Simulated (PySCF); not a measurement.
**[Dy(H2O)9]3+: other functionals and bases at one geometry**

One table from this session's results is given with a row withheld; the runs are named, their logs left out.

Method: several levels, as the steps say, no spin–orbit coupling; program: PySCF 2.14.0.

1 further run of the same task is left out (for a known fault of the program).

### Where the work starts

28 atoms, charge 3, spin multiplicity 1.

Bond lengths: Dy1–O2 2.520 Å, Dy1–O5 2.520 Å, Dy1–O8 2.520 Å, Dy1–O11 2.520 Å, Dy1–O14 2.520 Å, Dy1–O17 2.520 Å, Dy1–O20 2.446 Å, Dy1–O23 2.446 Å, Dy1–O26 2.446 Å, O2–H3 0.973 Å, O2–H4 0.974 Å, O5–H6 0.973 Å, O5–H7 0.974 Å, O8–H9 0.973 Å, O8–H10 0.973 Å, O11–H12 0.974 Å, O11–H13 0.973 Å, O14–H15 0.974 Å and more. Angles: O2–Dy1–O5 74.1°, O2–Dy1–O8 74.1°, O2–Dy1–O11 91.8°, O2–Dy1–O14 139.3°, O2–Dy1–O17 139.3°, O2–Dy1–O20 69.6°, O2–Dy1–O23 134.1°, O2–Dy1–O26 69.6°, O5–Dy1–O8 74.1°, O5–Dy1–O11 139.3°, O5–Dy1–O14 91.8°, O5–Dy1–O17 139.3°, O5–Dy1–O20 69.6°, O5–Dy1–O23 69.6°, O5–Dy1–O26 134.1°, O8–Dy1–O11 139.3°, O8–Dy1–O14 139.3°, O8–Dy1–O17 91.8° and more.

Coordinates:

```
Dy    0.00000    0.00000    0.00000
O     1.75374    0.00000    1.81027
H     1.70256    0.00000    2.78155
H     2.70932    0.00001    1.62429
O    -0.87687    1.51878    1.81027
H    -0.85129    1.47446    2.78155
H    -1.35466    2.34633    1.62429
O    -0.87687   -1.51879    1.81027
H    -0.85128   -1.47447    2.78155
H    -1.35465   -2.34634    1.62429
O     1.75374    0.00000   -1.81027
H     2.70932    0.00001   -1.62429
H     1.70256    0.00000   -2.78155
O    -0.87687    1.51878   -1.81027
H    -1.35466    2.34633   -1.62429
H    -0.85129    1.47446   -2.78155
O    -0.87687   -1.51879   -1.81027
H    -1.35465   -2.34634   -1.62429
H    -0.85128   -1.47447   -2.78155
O     1.22298    2.11827    0.00000
H     1.51491    2.62391    0.77730
H     1.51491    2.62391   -0.77730
O    -2.44596    0.00000    0.00000
H    -3.02983   -0.00001    0.77730
H    -3.02983   -0.00001   -0.77730
O     1.22298   -2.11826    0.00000
H     1.51492   -2.62390    0.77730
H     1.51492   -2.62390   -0.77730
```

Formal oxidation states: Dy +3. Each metal's 9 4f electrons lie in its core potential, so multiplicities, spins and levels count the valence alone. An earlier session relaxed this geometry at B3LYP, Dy lcecp-1-SVP with ECP55, O def2-SVP, H def2-SVP (singlet, point group D3h). Its vibrations showed it to be a saddle point, relaxed within its symmetry.

At B3LYP on the finer grid: E = -723.755293 Eh, HOMO -19.70 eV, LUMO -11.10 eV, Mulliken charge on Dy1 +0.72 e, largest force component 0.014 eV/Å. 

Levels to run: TPSS; wB97X; r2SCAN; revPBE. Hardware: 4 threads of Arm Neoverse V2, shared host.

Set-up of the first run:

run.py (the lines that set the calculation)

```python
mol = gto.M(atom='''
Dy     0.00000     0.00000     0.00000
O      1.75374     0.00000     1.81027
H      1.70256     0.00000     2.78155
H      2.70932     0.00001     1.62429
O     -0.87687     1.51878     1.81027
H     -0.85129     1.47446     2.78155
H     -1.35466     2.34633     1.62429
O     -0.87687    -1.51879     1.81027
H     -0.85128    -1.47447     2.78155
H     -1.35465    -2.34634     1.62429
O      1.75374     0.00000    -1.81027
H      2.70932     0.00001    -1.62429
H      1.70256     0.00000    -2.78155
O     -0.87687     1.51878    -1.81027
H     -1.35466     2.34633    -1.62429
H     -0.85129     1.47446    -2.78155
O     -0.87687    -1.51879    -1.81027
H     -1.35465    -2.34634    -1.62429
H     -0.85128    -1.47447    -2.78155
O      1.22298     2.11827     0.00000
H      1.51491     2.62391     0.77730
H      1.51491     2.62391    -0.77730
O     -2.44596     0.00000     0.00000
H     -3.02983    -0.00001     0.77730
H     -3.02983    -0.00001    -0.77730
O      1.22298    -2.11826     0.00000
H      1.51492    -2.62390     0.77730
H      1.51492    -2.62390    -0.77730''',
    basis={'Dy': 'lcecp-1-SVP', 'O': 'def2-SVP', 'H': 'def2-SVP'},
    ecp={'Dy': 'lcecp-1-SVP'},
    charge=3, spin=0)
mf = dft.RKS(mol, xc='TPSS')
mf.grids.atom_grid = (75, 302)  # f atoms: unpruned, at least (60, 302)
mf = mf.density_fit()  # fitting sets: Dy AutoAux, O def2-universal-JKFIT, H def2-universal-JKFIT
mf.conv_tol = 1e-08; mf.max_cycle = 55
mf.kernel(dm0)  # dm0: the density of the relaxed state
```

On the command line:

```bash
$ OMP_NUM_THREADS=4 python run.py
```

Among the steps run: TPSS; wB97X; r2SCAN; revPBE.

One table of the session follows, with a row left open; its other results are not shown here.

| level | HOMO (eV) | gap (eV) | charge on Dy1 (e) | largest force component (eV/Å) |
| --- | --- | --- | --- | --- |
| B3LYP (relaxed here) | -19.70 | 8.61 | 0.72 | 0.01 |
| TPSS | ? | ? | ? | ? |
| wB97X | -22.59 | 13.93 | 0.73 | 0.17 |
| r2SCAN | -18.59 | 7.52 | 0.81 | 0.11 |
| revPBE | -18.08 | 6.53 | 0.60 | 0.33 |

Estimate the missing values for TPSS.

The run gave: HOMO (eV): -18.25; gap (eV): 6.86; charge on Dy1 (e): 0.63; largest force component (eV/Å): 0.43. In the column «HOMO (eV)» it lies between r2SCAN (-18.59) and revPBE (-18.08).

In one basis the HOMO–LUMO gap runs from 6.53 eV (revPBE) to 13.93 eV (wB97X). The largest leftover force, 0.43 eV/Å with TPSS, stands at a geometry relaxed at another level. With 4f in the core, its levels are missing from HOMO and gap, and its count is fixed, so no charge can pass from the ligands into it. Total energies of different levels can't be compared.
